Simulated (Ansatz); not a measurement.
# TiOs: how the settings move a relaxation

Aim: see which settings change the result for TiOs, by how much, and at what cost.

Program: Ansatz 0.2.0. Level of theory: reference: DFT, r2SCAN, PAW with Ansatz's default frozen-core files, scalar-relativistic; relaxation of cell and atoms. These are calculated values, not measurements.

## 1. The structure to begin with

Symmetry: Pm-3m, No. 221, cubic system. The conventional cell has a = 3.080 Å, b = 3.080 Å, c = 3.080 Å, α = 90.00°, β = 90.00°, γ = 90.00°. Around Ti (site symmetry m-3m) lie 8 Os at 2.67 Å. Os (site symmetry m-3m) is surrounded by 8 Ti at 2.67 Å.

Structure file:

```
CELL_PARAMETERS angstrom
3.08000 0.00000 0.00000
0.00000 3.08000 0.00000
0.00000 0.00000 3.08000
ATOMIC_POSITIONS crystal
Ti 0.50000 0.50000 0.50000
Os 0.00000 0.00000 0.00000
```

## 2. The reference run

Input file input.yaml:

```yaml
crystal:
  lattice:
    - [3.08, 0.0, 0.0]
    - [0.0, 3.08, 0.0]
    - [0.0, 0.0, 3.08]
  atoms:
    - { symbol: Ti, position: [0.5, 0.5, 0.5] }
    - { symbol: Os, position: [0.0, 0.0, 0.0] }
kpoints:
  mp_grid: { grid: [10, 10, 10] }
scf:
  occupations: { method: fermi_dirac, width: 0.1 }
hamiltonian:
  xc: r2scan
  pseudopotentials: { kind: paw }
relax:
  f_tol: 0.002
  max_steps: 80
  cell: {}
output:
  forces: true
  stress: true
  write_density: true
  write_potential: true
  elf: true
  volumetric_format: npy
```

Launch:

```bash
$ ansatz run input.yaml --threads 1 --pin off --max-ram 3072MiB --backend cpu --events-out ev --progress --plain --runs-dir out
```

## 3. Changed: mp_grid.grid [7, 7, 7], preconditioner kerker, ecutwfc 40.4 Ry

input.yaml, as its differences from that of step 2:

```diff
@@ -9,5 +9,6 @@
 kpoints:
-  mp_grid: { grid: [10, 10, 10] }
+  mp_grid: { grid: [7, 7, 7] }
 scf:
   occupations: { method: fermi_dirac, width: 0.1 }
+  mixing: { preconditioner: kerker }
 hamiltonian:
@@ -26 +27,3 @@
   volumetric_format: npy
+basis:
+  ecutwfc: "40.4 Ry"
```

Q: Predict the outcome of this session. Wanted: for each run, ending; energy change; pressure; gap; force.

The runs gave:

| run | ending | energy change | pressure (GPa) | gap (eV) | force (eV/Å) | cycles | time |
| --- | --- | --- | --- | --- | --- | --- | --- |
| reference | converged | 0 | 0.0 | 0.00 | 0.00 | 12 | 8.8 s |
| 1: mp_grid.grid [7, 7, 7], preconditioner kerker, ecutwfc 40.4 Ry | converged | +4.5 meV/atom | 0.0 | 0.00 | 0.00 | 22 | 8.2 s |

What this shows: Changing the k-point mesh, mixing and cutoff moves the energy by +4.5 meV/atom, and the final volume goes from 29.22 to 29.29 Å³. More than one kind of setting changed, and this run alone doesn't tell their shares apart.
